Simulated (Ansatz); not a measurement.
**PBE/def2-SVP run of SiH4O4 (orthosilicic acid)**

Aim: the electronic atomisation energy of SiH4O4 (orthosilicic acid) at PBE/def2-SVP, from 4 runs. 

The calculation is run with Ansatz 0.2.0.

59 further runs of the same task are left out: 1 that didn't finish, 58 set aside as unsound or not needed.

### 1 Starting point

SiH4O4 has 9 atoms, charge 0, and is taken as a singlet. As SMILES, `O[Si](O)(O)O`. The shape is that of a PBE0-D4/def2-TZVP optimisation. This is one conformer, not always the lowest.

Bond lengths: O1–Si2 1.631 Å, Si2–O3 1.631 Å, Si2–O4 1.631 Å, Si2–O5 1.631 Å, O1–H6 0.958 Å, O3–H7 0.958 Å, O4–H8 0.958 Å, O5–H9 0.958 Å. Angles: O1–Si2–O3 106.4°, O1–Si2–O4 115.8°, O1–Si2–O5 106.4°, O3–Si2–O4 106.4°, O3–Si2–O5 115.8°, O4–Si2–O5 106.4°, Si2–O1–H6 116.6°, Si2–O3–H7 116.6°, Si2–O4–H8 116.6°, Si2–O5–H9 116.6°.

### 2 A single-point energy at PBE/def2-SVP

The input, run.yaml:

```yaml
basis:
  gaussian:
    orbitals: def2-SVP
crystal:
  periodic: [false, false, false]
  atoms:
    - {symbol: O, position_ang: [-0.969050, 0.776350, -1.057560]}
    - {symbol: Si, position_ang: [0.000010, 0.000030, -0.000040]}
    - {symbol: O, position_ang: [1.527610, 0.433680, -0.372150]}
    - {symbol: O, position_ang: [-0.043140, -1.629280, -0.059900]}
    - {symbol: O, position_ang: [-0.515400, 0.419370, 1.489460]}
    - {symbol: H, position_ang: [-0.639460, 0.869750, -1.952330]}
    - {symbol: H, position_ang: [2.226280, -0.135170, -0.046190]}
    - {symbol: H, position_ang: [-0.768040, -2.056130, 0.398680]}
    - {symbol: H, position_ang: [-0.818790, 1.321420, 1.600040]}
accuracy: high
output: {orbitals: {seedname: orbitals}}
hamiltonian:
  xc: pbe
```

Launch:

```sh
$ ansatz run run.yaml --threads 1 --pin off --max-ram 3480MiB --events-out events.jsonl --progress --plain --runs-dir runs
```

Standard output:

```text
Warning: RAYON_NUM_THREADS=1 ignored (pool sized by the plan → 1); use --threads N
Functional definition: PBE
  name "PBE"
  parameter kappa = 0.804
  parameter beta = 0.06672455060314922
  exchange = pbe_x(kappa = kappa, mu = beta*pi^2/3)
  correlation = pbe_c(beta = beta)
2020 factors; integrals over basis functions are off by at most 3.8e-9 eV
mean field evaluation 1: about -16097.4302 eV, gradient 1.0e2 eV
mean field evaluation 2: about -16063.4157 eV, gradient 1.7e2 eV
mean field evaluation 4: about -16114.2076 eV, gradient 2.7e0 eV
mean field evaluation 8: about -16114.2176 eV, gradient 4.4e-2 eV
mean field evaluation 16: about -16114.2176 eV, gradient 2.9e-7 eV
mean field -16114.21757492 eV, -592.1865732695 hartree, gradient 4.8e-8 eV, S^2 0.000000; 0 other end points of the search recorded, 0 dependent functions left out
reference -16114.21757826 eV, -592.1865733921 hartree; 25, 25 occupied and 69, 69 virtual orbitals, 2020 factors
Total energy: -16114.21757826 eV, -592.1865733921 hartree
```

Wall time 3.6 s (1 thread of Intel Xeon 6975P-C (Granite Rapids), shared host); peak memory 0.25 GiB.

### 3 The H atom at the same level

The input, in.yaml:

```yaml
crystal:
  periodic: [false, false, false]
  atoms:
    - {symbol: H, position_ang: [0.000000, 0.000000, 0.000000]}
basis:
  gaussian:
    orbitals: def2-SVP
magnetization:
  spin_polarized: true
  initial_magnetization: 1
hamiltonian:
  xc: {name: PBE}
accuracy: high
```

Run the same way, it converges to -0.49863 Eh (log not shown).

### 4 The O atom at the same level

The input, run.yaml:

```yaml
basis:
  gaussian:
    orbitals: def2-SVP
crystal:
  periodic: [false, false, false]
  atoms:
    - {symbol: O, position_ang: [0.000000, 0.000000, 0.000000]}
magnetization:
  spin_polarized: true
  initial_magnetization: 2
hamiltonian:
  xc: {name: PBE}
accuracy: high
```

Launch:

```sh
$ ansatz run run.yaml --threads 1 --pin off --max-ram 3480MiB --events-out events.jsonl --progress --plain --runs-dir runs
```

Standard output:

```text
Warning: RAYON_NUM_THREADS=1 ignored (pool sized by the plan → 1); use --threads N
Functional definition: PBE
  name "PBE"
  parameter kappa = 0.804
  parameter beta = 0.06672455060314922
  exchange = pbe_x(kappa = kappa, mu = beta*pi^2/3)
  correlation = pbe_c(beta = beta)
95 factors; integrals over basis functions are off by at most 1.2e-9 eV
mean field evaluation 1: about -2038.3337 eV, gradient 7.3e0 eV
mean field evaluation 2: about -2038.3974 eV, gradient 5.9e0 eV
mean field evaluation 4: about -2038.5319 eV, gradient 6.4e-3 eV
mean field evaluation 8: about -2038.5320 eV, gradient 2.8e-5 eV
mean field evaluation 16: about -2038.5319 eV, gradient 1.0e-1 eV
mean field evaluation 32: about -2038.5320 eV, gradient 7.5e-9 eV
mean field -2038.53201052 eV, -74.9146696201 hartree, gradient 7.5e-9 eV, S^2 2.001839; 2 other end points of the search recorded, 0 dependent functions left out
reference -2038.53201116 eV, -74.9146696435 hartree; 5, 3 occupied and 9, 11 virtual orbitals, 95 factors
Total energy: -2038.53201116 eV, -74.9146696435 hartree
```

It took 0.26 s on 1 thread of Intel Xeon 6975P-C (Granite Rapids), shared host.

### 5 The Si atom

The input, run.yaml:

```yaml
crystal:
  periodic: [false, false, false]
  atoms:
    - {symbol: Si, position_ang: [0.000000, 0.000000, 0.000000]}
basis:
  gaussian: {orbitals: def2-SVP}
magnetization: {spin_polarized: true, initial_magnetization: 2}
hamiltonian: {xc: pbe}
accuracy: high
```

Run the same way, it converges to -289.12416 Eh (log not shown).

### 6 Results

At PBE/def2-SVP:

| quantity | value |
| --- | --- |
| molecule: total energy | -592.18657 Eh |
| molecule: HOMO energy | -6.87 eV |
| molecule: LUMO energy | 0.20 eV |
| molecule: HOMO–LUMO gap | 7.07 eV |
| H atom: total energy | -0.49863 Eh |
| H atom: ⟨S²⟩ | 0.750 |
| O atom: total energy | -74.91467 Eh |
| O atom: ⟨S²⟩ | 2.002 |
| Si atom: total energy | -289.12416 Eh |
| Si atom: ⟨S²⟩ | 2.003 |
| electronic atomisation energy | 38.347 eV |

Taking the molecule apart into free atoms costs 38.35 eV (3700 kJ/mol), before zero-point energy and without spin-orbit coupling.
